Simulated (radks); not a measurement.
# The first electron to leave Pr

One table from this session's results is given with a row withheld; the runs are named, their logs left out.

Program: radks (a radial shooting solver on a logarithmic mesh, Libxc functionals) version 1. Level of theory: scalar-relativistic Kohn-Sham, LDA (Slater exchange, Perdew-Wang correlation), spin-polarised, spherical densities, finite nucleus; open shells are filled with parallel spins first. These are calculated values, not measurements, unless marked.

5 further runs of the same task are left out: 5 set aside as unsound or not needed.

### The atom as given

```
element            : praseodymium (Z = 59)
charge             : 0
electrons          : 59
configuration      : [Xe] 4f3 6s2
nuclear rms radius : 4.8919 fm
```

Outer shells as boxes (Hund's rule):

Pr
```
[Xe] core
4f [↑ ][↑ ][↑ ][  ][  ][  ][  ]
6s [↑↓]
```

Set-up of the first run:

Input:

```text
Z 59
configuration [Xe] 4f3 6s2
relativity scalar-relativistic
functional lda,pw
spin polarised
nucleus finite rms 4.8919 fm
c 137.035999084
```

Among the steps run: The parent, Pr.

One of the session's tables, all rows but one given; the rest of the session is left out.

It belongs to the step «The parent, Pr». Sizes of the orbitals, from the radial functions (bohr):

| level | <r> | outermost maximum (interpolated) | 90 % within | nodes |
| --- | --- | --- | --- | --- |
| 5s up | 1.502 | 1.35 | 2.17 | 4 |
| 5s down | 1.513 | 1.35 | 2.18 | 4 |
| 5p up | ? | ? | ? | ? |
| 5p down | 1.782 | 1.54 | 2.62 | 3 |
| 6s up | 4.408 | 3.76 | 6.49 | 5 |
| 6s down | 4.494 | 3.83 | 6.63 | 5 |
| 4f up | 1.178 | 0.693 | 2.10 | 0 |
| 4f down | 1.309 | 0.695 | 2.40 | 0 |

**Question.** Estimate the row for 5p up.

**Answer.** <r>: 1.762; outermost maximum (interpolated): 1.53; 90 % within: 2.59; nodes: 3. In the column «<r>» it lies between 5s down (1.513) and 5p down (1.782).

To keep in mind: Open shells are spherical and high-spin; term and fine-structure splittings are not resolved.
